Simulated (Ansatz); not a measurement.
# CH₄OTe (SMILES OC[TeH]): one structure at several levels

The task here is to estimate one member of a computed series from the others.

Program: Ansatz 0.2.0, Gaussian basis. Level of theory: single points in def2-TZVPP. These are calculated values, not measurements.

Correlated methods freeze the cores. Filled d shells of the heavier atoms are correlated. Core potentials replace the inner electrons past krypton, and spin-orbit coupling is left out.

## Starting geometry

SMILES `OC[TeH]`, 7 atoms, charge 0, spin multiplicity 1.

Atoms are counted from 1 here; the program's logs count them from 0.

Bond lengths: O1–C2 1.354 Å, O1–H4 1.041 Å, C2–Te3 2.207 Å, C2–H5 1.065 Å, C2–H6 1.152 Å, Te3–H7 1.422 Å. Angles: C2–O1–H4 117.5°, O1–C2–Te3 109.8°, O1–C2–H5 102.6°, O1–C2–H6 112.3°, Te3–C2–H5 106.3°, Te3–C2–H6 105.4°, H5–C2–H6 120.1°, C2–Te3–H7 90.3°.

As a file:

```xyz
7

O    -1.25940   -0.20140   -0.50000
C    -0.34060    0.53750    0.16600
Te    1.66870    0.15780   -0.66490
H    -1.32330   -1.21390   -0.26730
H    -0.35000    0.09900    1.13660
H    -0.51550    1.66900    0.04100
H     1.80220   -0.99090    0.16180
```

Set-up of the first run:

Input file run/in.yaml:

```yaml
crystal:
  periodic: [false, false, false]
  atoms:
    - {symbol: O, position_ang: [-1.259400, -0.201400, -0.500000]}
    - {symbol: C, position_ang: [-0.340600, 0.537500, 0.166000]}
    - {symbol: Te, position_ang: [1.668700, 0.157800, -0.664900]}
    - {symbol: H, position_ang: [-1.323300, -1.213900, -0.267300]}
    - {symbol: H, position_ang: [-0.350000, 0.099000, 1.136600]}
    - {symbol: H, position_ang: [-0.515500, 1.669000, 0.041000]}
    - {symbol: H, position_ang: [1.802200, -0.990900, 0.161800]}
basis:
  gaussian: {orbitals: def2-TZVPP}
correlation: {method: ccsd_t}
output: {forces: true}
```

No record of the launch command was kept for these runs.

Among the steps run: CCSD(T)/def2-TZVPP; PBE0-D4/def2-TZVPP; wB97M-V/def2-TZVPP; r2SCAN-D4/def2-TZVPP; PBE-D4/def2-TZVPP; CAM-B3LYP-D4/def2-TZVPP; SPW92/def2-TZVPP.

One table of the session follows, with a row left open; its other results are not shown here.

```
      method  RMS force component (eV/Å)  angle to CCSD(T) forces (°)  dipole (D)
     CCSD(T)                       2.502                    reference        1.96
     PBE0-D4                       2.503                          4.8        2.05
     wB97M-V                       2.497                          2.1        1.99
   r2SCAN-D4                           ?                            ?           ?
      PBE-D4                       2.515                          6.2        2.03
CAM-B3LYP-D4                       2.488                          3.4        1.99
       SPW92                       2.411                          9.8        2.08
```

Estimate the missing values for r2SCAN-D4.

As computed: RMS force component (eV/Å): 2.488; angle to CCSD(T) forces (°): 4.1; dipole (D): 2.12.
